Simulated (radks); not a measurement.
# Nuclear size and the levels of Pm

Aim: how the total energy, the levels and the density at the nucleus of Pm respond when the nuclear radius is scaled.

Program: radks (a radial shooting solver on a logarithmic mesh, Libxc functionals) version 1. Level of theory: Dirac Kohn-Sham, LDA (Slater exchange, Perdew-Wang correlation), spin-unpolarised, spherical densities, finite nucleus; open shells fill j = l - 1/2 first. These are calculated values, not measurements, unless marked.

## Step 1: What is computed

```
element            : promethium (Z = 61)
charge             : 0
electrons          : 61
configuration      : [Xe] 4f5 6s2
nuclear rms radius : 4.962 fm
```

## Step 2: rms radius 4.962 fm

Input:

```text
Z 61
configuration [Xe] 4f5 6s2 5d0 6p0
relativity Dirac
functional lda,pw
spin unpolarised
j_filling energy
nucleus finite rms 4.962 fm
c 137.035999084
```

## Step 3: rms radius 4.1185 fm

Settings, as their differences from step 2:

```diff
@@ -6,3 +6,3 @@
 j_filling energy
-nucleus finite rms 4.962 fm
+nucleus finite rms 4.1185 fm
 c 137.035999084
```

## Step 4: rms radius 4.5353 fm

Settings, as their differences from step 3:

```diff
@@ -6,3 +6,3 @@
 j_filling energy
-nucleus finite rms 4.1185 fm
+nucleus finite rms 4.5353 fm
 c 137.035999084
```

## Step 5: rms radius 5.4135 fm

Settings, as their differences from step 4:

```diff
@@ -6,3 +6,3 @@
 j_filling energy
-nucleus finite rms 4.5353 fm
+nucleus finite rms 5.4135 fm
 c 137.035999084
```

## Step 6: rms radius 5.6567 fm

Settings, as their differences from step 5:

```diff
@@ -6,3 +6,3 @@
 j_filling energy
-nucleus finite rms 5.4135 fm
+nucleus finite rms 5.6567 fm
 c 137.035999084
```

What does the calculation give? Wanted: for each run, rms radius; total energy shift; density at nucleus; 1s1/2 shift; 2s1/2 shift; 5p1/2 shift; 6s1/2 shift; 6p1/2 shift.

**Answer**, as computed:

```
rms radius (fm)  total energy shift (eV)  density at nucleus (e/bohr³)  1s1/2 shift (meV)  2s1/2 shift (meV)  5p1/2 shift (meV)  6s1/2 shift (meV)  6p1/2 shift (meV)
         4.1185                    -4.56                     5.122e+05              -1886               -237              0.248            -0.0812             0.0751
         4.5353                    -2.39                      5.01e+05               -988               -124              0.130            -0.0425             0.0394
          4.962                        0                     4.907e+05                  0                  0                  0                  0                  0
         5.4135                     2.70                      4.81e+05               1120                140             -0.147             0.0482            -0.0446
         5.6567                     4.24                     4.761e+05               1754                220             -0.231             0.0755            -0.0698
```

**Reading.** Shifts are against the first run. Over the range the 1s1/2 level moves by 3.64 eV and the 6p1/2 level by -0.145 meV. A larger nucleus binds the 1s electrons less and lowers the density at its centre. These are shifts of eigenvalues, not the field shifts of spectral lines.
